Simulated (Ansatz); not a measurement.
AlH3Se, SMILES [AlH2][SeH], vertical and adiabatic energies of changing the electron count

With Ansatz's Python interface.

Run as a notebook:

```python
import ansatz
from ase import Atoms
import numpy as np
```

```python
atoms = Atoms(["Al", "Se", "H", "H", "H"], positions=[
    [-0.5101, -0.5043, 0.0501],
    [0.458, 1.7126, 0.0236],
    [-0.7695, -1.2472, 1.4013],
    [-0.9782, -1.1076, -1.3338],
    [1.8496, 1.0728, -0.1827],
])
mol = ansatz.Crystal.molecule_from_ase(atoms)
```

```python
base = mol.calculation().basis(gaussian="def2-SVP").functional("cam_b3lyp")
symbols = [site.symbol for site in mol.cartesian_sites]
start = np.array([site.position_ang for site in mol.cartesian_sites], dtype=float)
report = base.relax(force_tolerance=0.01).run().report
end = np.array(report["positions_ang"])
```

```python
minimum = ansatz.Crystal.molecule()
for symbol, place in zip(symbols, end):
    minimum = minimum.atom(symbol, place.tolist())
ion = (
    minimum.calculation()
    .basis(gaussian="def2-SVP")
    .functional("cam_b3lyp")
    .charge(1)
    .spin("collinear", total=1)  # spin-polarised run
)
vertical = ion.run().report
settled = ion.relax(force_tolerance=0.01, max_steps=80).run().report
print(f"vertical ionisation energy   {vertical['free_energy_ev'] - report['free_energy_ev']:.3f} eV")
print(f"adiabatic, no zero point     {settled['free_energy_ev'] - report['free_energy_ev']:.3f} eV")
print(f"relaxation energy of the ion {vertical['free_energy_ev'] - settled['free_energy_ev']:.3f} eV")
ionised = np.array(settled["positions_ang"])
print("final positions (A) and the move of each atom")
for symbol, xyz, old in zip(symbols, ionised, end):
    print(f"{symbol:2s} {xyz[0]:10.5f} {xyz[1]:10.5f} {xyz[2]:10.5f}   {np.linalg.norm(xyz - old):7.4f}")
```

    vertical ionisation energy   9.720 eV
    adiabatic, no zero point     9.296 eV
    relaxation energy of the ion 0.424 eV
    final positions (A) and the move of each atom
    Al   -0.60316   -0.67390    0.06894    0.2339
    Se    0.46507    1.64266    0.08668    0.6794
    H    -0.83158   -1.11255    1.54557    0.4482
    H    -0.78241   -1.08304   -1.42362    0.3477
    H     1.80188    1.15313   -0.31908    0.7336

The energies are electronic: no zero-point or thermal terms, and the basis set is short of its limit. The product may relax into another structure. Each relaxation finds its nearest minimum, which needn't be the lowest. It ran for 110 s on 1 thread of Arm Neoverse V1 (shared host), peak memory 0.26 GiB.
